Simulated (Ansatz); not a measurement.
# C3H5AlO: small, medium and large basis sets

One table from this session's results is given with a row withheld; the runs are named, their logs left out.

The runs use Ansatz 0.2.0, Gaussian basis; one geometry, several basis sets.

Plan: PBE0-D4/def2-SVP; ωB97M-V/def2-SVP; PBE0-D4/def2-QZVPP; ωB97M-V/def2-QZVPP; the functionals' def2-TZVPP values are taken from earlier runs.

## The relaxed structure

All runs share one geometry, relaxed beforehand with PBE0-D4 in a triple-zeta def2 set.

SMILES `C#C[O][AlH][CH3]`, 10 atoms, charge 0, spin multiplicity 1.

Atoms are counted from 1 here; the program's logs count them from 0.

Bond lengths: C1–C2 1.201 Å, C1–H6 1.062 Å, C2–O3 1.281 Å, O3–Al4 1.731 Å, Al4–C5 1.934 Å, Al4–H7 1.574 Å, C5–H8 1.094 Å, C5–H9 1.095 Å, C5–H10 1.092 Å. Angles: C2–C1–H6 179.3°, C1–C2–O3 179.0°, C2–O3–Al4 131.1°, O3–Al4–C5 118.2°, O3–Al4–H7 111.9°, C5–Al4–H7 129.9°, Al4–C5–H8 110.6°, Al4–C5–H9 110.5°, Al4–C5–H10 112.7°, H8–C5–H9 106.4°, H8–C5–H10 108.3°, H9–C5–H10 108.1°.

As a file:

```xyz
10

C     0.09962   -1.21303    2.47730
C    -0.58550   -0.92464    1.53340
O    -1.33295   -0.62643    0.53638
Al   -0.97976    0.20063   -0.94266
C     0.82767    0.82365   -1.23164
H     0.69488   -1.47321    3.31720
H    -2.24973    0.32287   -1.86410
H     1.53787   -0.00541   -1.15515
H     1.11264    1.54671   -0.46089
H     0.95838    1.29766   -2.20693
```

The first run:

in.yaml reads:

```yaml
crystal:
  periodic: [false, false, false]
  atoms:
    - {symbol: C, position_ang: [0.099622, -1.213028, 2.477296]}
    - {symbol: C, position_ang: [-0.585504, -0.924641, 1.533402]}
    - {symbol: O, position_ang: [-1.332953, -0.626431, 0.536379]}
    - {symbol: Al, position_ang: [-0.979761, 0.200626, -0.942664]}
    - {symbol: C, position_ang: [0.827666, 0.823653, -1.231643]}
    - {symbol: H, position_ang: [0.694880, -1.473210, 3.317196]}
    - {symbol: H, position_ang: [-2.249733, 0.322868, -1.864096]}
    - {symbol: H, position_ang: [1.537871, -0.005409, -1.155152]}
    - {symbol: H, position_ang: [1.112636, 1.546712, -0.460888]}
    - {symbol: H, position_ang: [0.958377, 1.297662, -2.206929]}
basis:
  gaussian: {orbitals: def2-SVP}
hamiltonian: {xc: pbe0, dispersion: d4}
output: {orbitals: {seedname: orbitals}}
```

Run with:

```
$ ansatz run in.yaml --threads 2 --pin off --events-out ev --progress --plain --max-ram 4352MiB
```

Among the steps run: PBE0-D4 in def2-SVP; ωB97M-V in def2-SVP; PBE0-D4 in def2-QZVPP; ωB97M-V in def2-QZVPP.

One of the session's tables, all rows but one given; the rest of the session is left out.

It belongs to the step «Functionals by basis». 

| functional | basis | HOMO (eV) |
| --- | --- | --- |
| PBE0-D4 | def2-SVP | -6.86 |
| PBE0-D4 | def2-TZVPP | -6.94 |
| PBE0-D4 | def2-QZVPP | -6.97 |
| ωB97M-V | def2-SVP | -9.11 |
| ωB97M-V | def2-TZVPP | ? |
| ωB97M-V | def2-QZVPP | -9.24 |

Q: Estimate the row for ωB97M-V, def2-TZVPP from the others.

As computed: HOMO (eV): -9.22. In the column «HOMO (eV)» it lies between ωB97M-V, def2-QZVPP (-9.24) and ωB97M-V, def2-SVP (-9.11).
